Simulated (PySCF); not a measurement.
# H3IO2: the cost of one run

Computed with PySCF 2.14.0. Level: method and basis as typed in the scripts.

## 1. The starting structure

H3IO2: 6 atoms, charge 0, spin multiplicity 1.

Bond lengths: I1–O2 1.740 Å, I1–O3 1.740 Å, I1–H4 1.659 Å, I1–H5 1.664 Å, I1–H6 1.664 Å. Angles: O2–I1–O3 130.9°, O2–I1–H4 114.6°, O2–I1–H5 91.4°, O2–I1–H6 91.4°, O3–I1–H4 114.6°, O3–I1–H5 91.4°, O3–I1–H6 91.4°, H4–I1–H5 86.7°, H4–I1–H6 86.7°, H5–I1–H6 173.3°.

Geometry (Å):

```mol
H3IO2
  3D, bonds by distance, orders not assigned

  6  5  0  0  0  0  0  0  0  0999 V2000
    0.0000    0.0000    0.1315 I   0  0
    0.0000    1.5823   -0.5913 O   0  0
    0.0000   -1.5823   -0.5913 O   0  0
    0.0000    0.0000    1.7905 H   0  0
    1.6609    0.0000    0.2285 H   0  0
   -1.6609    0.0000    0.2285 H   0  0
  1  2  8  0
  1  3  8  0
  1  4  8  0
  1  5  8  0
  1  6  8  0
M  END
```

## 2. The base run

File input.py:

```python
from pyscf import gto, scf, mp

mol = gto.M(
    atom='I 0 0 0.1315; O 0 1.5823 -0.5913; O 0 -1.5823 -0.5913; H 0 0 1.7905; H 1.6609 0 0.2285; H -1.6609 0 0.2285',
    basis='x2c-svpall',
    charge=0,
    spin=0,
    verbose=4,
)
mf = scf.RHF(mol)
mf = mf.sfx2c1e()
mf.kernel()
mp.MP2(mf, frozen=20).kernel()
mf.dip_moment()
print('orbital energies (hartree):', mf.mo_energy[..., max(0, mol.nelec[1]-3):mol.nelec[0]+3].round(4))
```

Run with:

```
> OMP_NUM_THREADS=1 python input.py
```

Q: Estimate wall time and peak memory on 1 thread of Arm Neoverse N1, shared host.

About 3.9 s, with a peak of 0.18 GiB.
